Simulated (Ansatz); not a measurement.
# TiO: the cost of one run

Program: Ansatz 0.2.0. Level of theory: DFT PBEsol, scalar-relativistic, plane waves, PAW. These are calculated values, not measurements.

1 further run of the same task is left out (it didn't finish).

### Step 1. The system as given

It takes space group P-6m2 (No. 187, hexagonal). Conventional cell: a = 3.031 Å, b = 3.031 Å, c = 3.238 Å, α = 90.00°, β = 90.00°, γ = 120.00°. Around Ti (site symmetry -6m2) lie 6 O at 2.38 Å. Around O (site symmetry -6m2) lie 6 Ti at 2.38 Å.

As a file:

```cif
data_structure
_symmetry_space_group_name_H-M 'P-6m2'
_symmetry_Int_Tables_number 187
_cell_length_a 3.0310
_cell_length_b 3.0310
_cell_length_c 3.2377
_cell_angle_alpha 90.000
_cell_angle_beta 90.000
_cell_angle_gamma 120.000
_cell_volume 25.76
loop_
_atom_site_label
_atom_site_type_symbol
_atom_site_symmetry_multiplicity
_atom_site_Wyckoff_symbol
_atom_site_fract_x
_atom_site_fract_y
_atom_site_fract_z
_atom_site_occupancy
Ti1 Ti 1 e 0.66667 0.33333 0.00000 1
O1 O 1 b 0.00000 0.00000 0.50000 1
```

The structure comes from the Crystallography Open Database.

### Step 2. A first look at the start

Input file input.yaml:

```yaml
crystal:
  lattice:
    - [3.0309987015, 0.0, 0.0]
    - [-1.5154993507, 2.6249218743, 0.0]
    - [0.0, 0.0, 3.2377]
  atoms:
    - { symbol: Ti, position: [0.6666666667, 0.3333333333, 0.0], spin: 1.0 }
    - { symbol: O, position: [0.0, 0.0, 0.5] }
basis:
  ecutwfc: 420
kpoints:
  mp_grid: { grid: [6, 6, 6] }
hamiltonian:
  xc: pbesol
scf:
  occupations: { method: gaussian, width: 0.1 }
  lower_state_search: "off"
output:
  forces: true
  stress: true
  eigenvalues: true
  populations: true
magnetization:
  spin_polarized: true
```

Run with:

```bash
$ ansatz run input.yaml --threads 1 --pin off --max-ram 2560MiB --backend cpu --events-out ev --progress --plain --runs-dir out
```

**Question.** How long does this run take on 1 thread of Intel Xeon at 2.50GHz (Skylake/Cascade Lake), shared host, and how much memory does it need?

About 6.7 s, with a peak of 0.32 GiB.
